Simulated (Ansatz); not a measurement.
**CHAlOS: one species, many methods**

Aim: compute CHAlOS with functionals from several rungs and with coupled cluster. The yardstick is the atomisation energy at the CCSD(T) limit.

Computed with Ansatz 0.2.0, Gaussian basis. Level: functionals in def2-TZVPP, the program's frozen cores in correlated methods.

The runs, in order: LDA (SPW92), PBE-D4, revPBE-D4, BLYP-D4, r2SCAN-D4, B97M-V, PBE0-D4, B3LYP-D4, r2SCANh-D4, r2SCAN0-D4, HSE06-D4, BHLYP-D4, CAM-B3LYP-D4, LC-ωPBE, ωB97X-V, ωB97M-V, B2PLYP, PBE-QIDH; CCSD(T)/def2-SVP; CCSD(T)/def2-TZVPP; MP2/def2-QZVPP; extrapolation to the limit; RPA on PBE.

## 1. Structure used throughout

All runs share one geometry, relaxed beforehand with PBE0-D4 in a triple-zeta def2 set.

5 atoms, charge 0, spin multiplicity 1.

Atoms are counted from 1 here; the program's logs count them from 0.

Bond lengths: O1–C2 1.127 Å, C2–Al3 2.078 Å, Al3–S4 2.035 Å, Al3–H5 1.569 Å. Angles: O1–C2–Al3 165.5°, C2–Al3–S4 87.6°, C2–Al3–H5 113.0°, S4–Al3–H5 159.4°.

## 2. LDA

This LDA is Slater exchange with PW92 correlation.

Input file in.yaml:

```yaml
crystal:
  periodic: [false, false, false]
  atoms:
    - {symbol: O, position_ang: [-0.341035, -1.806690, 1.267168]}
    - {symbol: C, position_ang: [0.025552, -0.874436, 0.751509]}
    - {symbol: Al, position_ang: [0.267589, 0.775392, -0.488015]}
    - {symbol: S, position_ang: [-1.464340, 0.231955, -1.407892]}
    - {symbol: H, position_ang: [1.562135, 1.600078, -0.164170]}
basis:
  gaussian: {orbitals: def2-TZVPP}
hamiltonian: {xc: lda}
output: {orbitals: {seedname: orbitals}}
```

Command:

```sh
$ ansatz run in.yaml --threads 2 --pin off --events-out ev --progress --plain --max-ram 4352MiB
```

The runs that follow: PBE-D4 (GGA); revPBE-D4 (GGA); BLYP-D4 (GGA); r2SCAN-D4 (meta-GGA); B97M-V (meta-GGA); PBE0-D4 (hybrid); B3LYP-D4 (hybrid); r2SCANh-D4 (hybrid); r2SCAN0-D4 (hybrid); HSE06-D4 (hybrid); BHLYP-D4 (hybrid); CAM-B3LYP-D4 (range-separated); LC-ωPBE (range-separated); ωB97X-V (range-separated); ωB97M-V (range-separated); B2PLYP (double hybrid); PBE-QIDH (double hybrid); CCSD(T) in def2-SVP; CCSD(T) in def2-TZVPP; MP2 in def2-QZVPP; RPA on PBE orbitals.

Before running them: what should the planned runs give, taken together? Wanted: atomisation energy, CCSD(T)/CBS; farthest beyond LDA; mean size of error, GGA; mean size of error, meta-GGA; mean size of error, hybrid; mean size of error, range-separated; mean size of error, double hybrid; gap, smallest and largest; T1 diagnostic.

As calculated:

| quantity | value |
| --- | --- |
| atomisation energy, CCSD(T)/CBS | 1849.9 kJ/mol |
| functionals within 9.2 kJ/mol (0.5 %) | PBE0-D4, r2SCANh-D4, HSE06-D4, ωB97X-V, ωB97M-V |
| farthest beyond LDA | BHLYP-D4 (-122.4 kJ/mol) |
| mean size of error, GGA | 43.2 kJ/mol |
| mean size of error, meta-GGA | 36.9 kJ/mol |
| mean size of error, hybrid | 32.9 kJ/mol |
| mean size of error, range-separated | 16.7 kJ/mol |
| mean size of error, double hybrid | 23.5 kJ/mol |
| gap, smallest and largest | 2.04 eV (LDA (SPW92)), 8.40 eV (LC-ωPBE) |
| T1 diagnostic | 0.0205 |
| triples share of the correlation energy | 5.1 % |

LDA overbinds by 328.5 kJ/mol (18 %). PBE-D4 is off by +82.3 kJ/mol. Double hybrids carry the basis error of their MP2 part in triple zeta, and no dispersion term here, so their miss is partly the set-up's. Taken by rung, range-separated functionals do best (16.7 kJ/mol on average) and GGA ones worst beyond LDA (43.2 kJ/mol). The reference freezes the cores and leaves out relativity and excitations past (T), so misses under about 9.2 kJ/mol can't be ranked. Hartree-Fock recovers 66 % of the binding; the rest is correlation. CCSD(T) in def2-SVP is off by -124.4 kJ/mol, more than most functionals: a good method in a small basis is no reference. Orbital gaps span 2.0 to 8.4 eV; exact exchange widens them. The T1 diagnostic, 0.021, is a little above the customary 0.02.
